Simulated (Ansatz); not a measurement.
**NbH3O4: small, medium and large basis sets**

How large a basis does NbH3O4 need? Two functionals are run in growing sets.

Method: one geometry, several basis sets; program: Ansatz 0.2.0, Gaussian basis.

Plan: PBE0-D4/def2-SVP; ωB97M-V/def2-SVP; PBE0-D4/def2-QZVPP; ωB97M-V/def2-QZVPP; the functionals' def2-TZVPP values are taken from earlier runs.

## 1. The relaxed structure

All runs share one geometry, relaxed beforehand with PBE0-D4 in a triple-zeta def2 set. Nb takes the def2 core potential; no spin-orbit term is included.

SMILES `[O]=[Nb]([OH])([OH])[OH]`, 8 atoms, charge 0, spin multiplicity 1.

Atoms are counted from 1 here; the program's logs count them from 0.

Bond lengths: O1–Nb2 1.698 Å, Nb2–O3 1.901 Å, Nb2–O4 1.901 Å, Nb2–O5 1.901 Å, O3–H6 0.958 Å, O4–H7 0.958 Å, O5–H8 0.958 Å. Angles: O1–Nb2–O3 109.1°, O1–Nb2–O4 109.1°, O1–Nb2–O5 109.1°, O3–Nb2–O4 109.9°, O3–Nb2–O5 109.9°, O4–Nb2–O5 109.8°, Nb2–O3–H6 129.2°, Nb2–O4–H7 129.2°, Nb2–O5–H8 129.2°.

Geometry (Å):

```
atom    x (Å)    y (Å)    z (Å)
  O1  -1.4763   0.2366   0.9067
 Nb2  -0.0436   0.0019   0.0270
  O3   1.4445   0.3343   1.1621
  O4  -0.0140   1.2043  -1.4451
  O5   0.0127  -1.7907  -0.6028
  H6   1.4567   0.5937   2.0840
  H7  -0.6634   1.8581  -1.7060
  H8  -0.6245  -2.4955  -0.4818
```

## 2. PBE0-D4 in def2-SVP

in.yaml

```yaml
crystal:
  periodic: [false, false, false]
  atoms:
    - {symbol: O, position_ang: [-1.476319, 0.236554, 0.906696]}
    - {symbol: Nb, position_ang: [-0.043600, 0.001917, 0.026957]}
    - {symbol: O, position_ang: [1.444471, 0.334349, 1.162137]}
    - {symbol: O, position_ang: [-0.014002, 1.204320, -1.445056]}
    - {symbol: O, position_ang: [0.012741, -1.790746, -0.602837]}
    - {symbol: H, position_ang: [1.456703, 0.593717, 2.084037]}
    - {symbol: H, position_ang: [-0.663424, 1.858142, -1.705983]}
    - {symbol: H, position_ang: [-0.624471, -2.495454, -0.481750]}
basis:
  gaussian: {orbitals: def2-SVP}
hamiltonian: {xc: pbe0, dispersion: d4}
output: {orbitals: {seedname: orbitals}}
```

Started as:

```bash
> ansatz run in.yaml --threads 4 --pin off --events-out ev --progress --plain --max-ram 10444MiB
```

The runs that follow: ωB97M-V in def2-SVP; PBE0-D4 in def2-QZVPP; ωB97M-V in def2-QZVPP.

Q: Predict the results of all the runs planned. Wanted: PBE0-D4: double and triple zeta above quadruple; ωB97M-V: double and triple zeta above quadruple.

The runs gave:

```
                                       quantity           value
PBE0-D4: double and triple zeta above quadruple  11.24, 0.55 eV
ωB97M-V: double and triple zeta above quadruple  11.45, 0.53 eV
```

In words: PBE0-D4 gains 10.68 eV from double to triple zeta, then 0.55 eV more. Total energies overstate the basis error of differences, where much of it tends to cancel. The LUMO of ωB97M-V is positive and keeps falling with the basis (0.97 to 0.39 eV): an unbound level that the basis holds in place.
